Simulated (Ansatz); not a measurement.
**F₃GeHS: small, medium and large basis sets**

The task here is to estimate one member of a computed series from the others.

The runs use Ansatz 0.2.0, Gaussian basis; one geometry, several basis sets.

Plan: PBE0-D4/def2-SVP; ωB97M-V/def2-SVP; PBE0-D4/def2-QZVPP; ωB97M-V/def2-QZVPP; the functionals' def2-TZVPP values are taken from earlier runs.

### The relaxed structure

All runs share one geometry, relaxed beforehand with PBE0-D4 in a triple-zeta def2 set.

SMILES `[F][Ge]([F])([F])[SH]`, 6 atoms, charge 0, spin multiplicity 1.

Atoms are counted from 1 here; the program's logs count them from 0.

Bond lengths: F1–Ge2 1.708 Å, Ge2–F3 1.705 Å, Ge2–F4 1.708 Å, Ge2–S5 2.166 Å, S5–H6 1.346 Å. Angles: F1–Ge2–F3 107.3°, F1–Ge2–F4 104.5°, F1–Ge2–S5 113.9°, F3–Ge2–F4 107.2°, F3–Ge2–S5 109.4°, F4–Ge2–S5 114.1°, Ge2–S5–H6 91.5°.

Set-up of the first run:

File in.yaml:

```yaml
crystal:
  periodic: [false, false, false]
  atoms:
    - {symbol: F, position_ang: [-0.787501, -1.054028, 1.261123]}
    - {symbol: Ge, position_ang: [0.246529, -0.390902, 0.074448]}
    - {symbol: F, position_ang: [1.843584, -0.807953, 0.501540]}
    - {symbol: F, position_ang: [-0.134008, -1.247798, -1.353113]}
    - {symbol: S, position_ang: [0.092553, 1.760763, -0.119974]}
    - {symbol: H, position_ang: [-1.219058, 1.675917, -0.410324]}
basis:
  gaussian: {orbitals: def2-SVP}
hamiltonian: {xc: pbe0, dispersion: d4}
output: {orbitals: {seedname: orbitals}}
```

Launch:

```bash
> ansatz run in.yaml --threads 4 --pin off --events-out ev --progress --plain --max-ram 10444MiB
```

Among the steps run: PBE0-D4 in def2-SVP; ωB97M-V in def2-SVP; PBE0-D4 in def2-QZVPP; ωB97M-V in def2-QZVPP.

One table of the session follows, with a row left open; its other results are not shown here.

It belongs to the step «Density functionals: the series». 

| functional | basis | HOMO (eV) |
| --- | --- | --- |
| PBE0-D4 | def2-SVP | -8.81 |
| PBE0-D4 | def2-TZVPP | -8.90 |
| PBE0-D4 | def2-QZVPP | -8.93 |
| ωB97M-V | def2-SVP | -11.00 |
| ωB97M-V | def2-TZVPP | -11.13 |
| ωB97M-V | def2-QZVPP | ? |

Estimate the missing values for ωB97M-V, def2-QZVPP.

As computed: HOMO (eV): -11.17. In the column «HOMO (eV)» it is the lowest.
